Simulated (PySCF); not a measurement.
# C2H8AlFS: the cost of one run

The runs use PySCF 2.14.0, with density-fitted response routines of our own; the level of theory stands in each step. All values are computed, except where a source is named. Atoms count from 0, in the outputs and in this text.

## Step 1: The starting structure

13 atoms, charge 0, multiplicity 1; geometry from: GFN2-xTB. The atoms were then displaced at random by about 0.01 Å, so the start is not that level's minimum.

Bonds of the start (Å): C0–S1 1.81, S1–C2 1.82, S1–Al3 2.53, Al3–F4 1.67, C0–H5 1.12, C0–H6 1.09, C0–H7 1.05, C2–H8 1.07, C2–H9 1.10, C2–H10 1.08, Al3–H11 1.54, Al3–H12 1.52.

## Step 2: Optimising the geometry at PBE0-D3(BJ)/def2-SVP

The job: settings as JSON, then the geometry in Å.

```
{"job": {"xc": "PBE0", "basis": "def2-SVP", "d3": "d3bj", "grid": 1, "shake": 0.01, "kind": "geom"}, "charge": 0, "multiplicity": 1}
C     -0.862740    -1.352780    -0.396390
S     -0.373160    -0.275590     0.978710
C     -0.960010     1.342130     0.371910
Al     1.996860    -0.048140     0.127190
F      1.598990     0.563060    -1.376980
H     -1.941130    -1.153610    -0.600510
H     -0.273140    -1.118770    -1.284530
H     -0.709310    -2.348810    -0.091460
H     -2.027150     1.346240     0.365280
H     -0.596510     2.083090     1.104960
H     -0.530240     1.551420    -0.591230
H      2.275100    -1.561910     0.186080
H      2.408270     0.956760     1.196650
```

Command:

```sh
> OMP_NUM_THREADS=1 python probes_run.py task.json out
```

This one command runs all jobs of the session in turn.

Q: Estimate the wall time and peak memory of this first job on 1 thread of Arm Neoverse V2, shared host.

About 40 s, with a peak of 0.52 GiB.
